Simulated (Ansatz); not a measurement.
Geometry optimisation, DFT LDA, scalar-relativistic, plane waves, PAW in Ansatz.

Input:

```yaml
crystal:
  lattice:
    - [0.0, 3.899, 3.899]
    - [3.899, 0.0, 3.899]
    - [3.899, 3.899, 0.0]
  atoms:
    - { symbol: Mg, position: [0.0, 0.0, 0.0] }
    - { symbol: O, position: [0.25, 0.25, 0.25] }
    - { symbol: Mg, position: [0.0, 0.0, 0.5] }
    - { symbol: O, position: [0.25, 0.25, 0.75] }
    - { symbol: Mg, position: [0.0, 0.5, 0.0] }
    - { symbol: O, position: [0.25, 0.75, 0.25] }
    - { symbol: Mg, position: [0.0, 0.5, 0.5] }
    - { symbol: O, position: [0.25, 0.75, 0.75] }
    - { symbol: Mg, position: [0.5, 0.0, 0.0] }
    - { symbol: O, position: [0.75, 0.25, 0.25] }
    - { symbol: Mg, position: [0.5, 0.0, 0.5] }
    - { symbol: O, position: [0.75, 0.25, 0.75] }
    - { symbol: Mg, position: [0.5, 0.5, 0.0] }
    - { symbol: O, position: [0.75, 0.75, 0.25] }
    - { symbol: Mg, position: [0.5, 0.5, 0.5] }
    - { symbol: O, position: [0.75, 0.75, 0.75] }
    - { symbol: O, position: [0.8717521, 0.381112, 0.8832045], spin: 1.0 }
magnetization:
  spin_polarized: true
basis:
  ecutwfc: 420.0
kpoints:
  mp_grid: { grid: [2, 2, 2] }
hamiltonian:
  xc: lda
  pseudopotentials: { kind: paw, azcp: { folder: soft_1 } }
scf:
  occupations: { method: fermi_dirac, width: 0.05 }
  lower_state_search: "off"
relax:
  f_tol: 0.08
  max_steps: 25
  adjacent_minimum: "off"
output:
  write_density: true
  write_potential: true
  elf: true
  volumetric_format: npy
```

Command:

```bash
$ ansatz run input.yaml --threads 1 --pin off --max-ram 3072MiB --backend cpu --events-out ev --progress --plain --runs-dir out
```

Q: Where does it end, and by what steps?

A: The forces met the threshold. Limits of this set-up: coarse k mesh, PAW files made for another functional, a small cell, in which the defect meets its images. After 13 steps the energy has fallen by 8.375 eV; O17 moved furthest, 1.07 Å. Parted: Mg7–O17 (1.73 → 2.83 Å). Joined: Mg15–O17 (3.18 → 1.97 Å).

```tsv
step	energy less start (eV)	largest force component (eV/Å)	accepted
0	0.0000	5.995	yes
1	-3.2083	3.137	yes
2	-4.6247	0.529	yes
3	-4.6697	0.625	yes
4	-4.9408	2.414	yes
5	-4.9019	2.138	no
6	-5.3461	2.213	yes
7	-5.6989	2.317	yes
8	-6.2211	1.602	yes
9	-6.7415	1.198	yes
10	-7.4227	1.536	yes
11	-7.9996	0.984	yes
12	-8.3722	0.185	yes
13	-8.3752	0.017	yes
```

```xyz
17
Lattice="0.0000 3.8990 3.8990 3.8990 0.0000 3.8990 3.8990 3.8990 0.0000" Properties=species:S:1:pos:R:3
Mg 0.039 -0.056 0.058
O 1.896 1.893 2.008
Mg 1.895 2.058 0.086
O 3.845 3.843 2.008
Mg 1.896 -0.029 2.172
O 3.845 1.894 3.957
Mg 3.883 1.894 2.007
O 5.794 3.842 3.957
Mg -0.092 1.894 2.008
O 1.895 4.315 3.485
Mg 1.895 3.815 1.842
O 3.845 5.792 3.957
Mg 1.896 1.727 3.929
O 3.845 3.843 5.906
Mg 3.751 3.843 3.957
O 5.795 5.793 5.907
O 5.794 7.269 4.429
```

Whether the end is a true minimum wasn't checked by a vibrational analysis.

Time of the run: 2.8 min on 1 thread of Arm Neoverse V1, with other jobs on the host, peak memory 0.44 GiB.
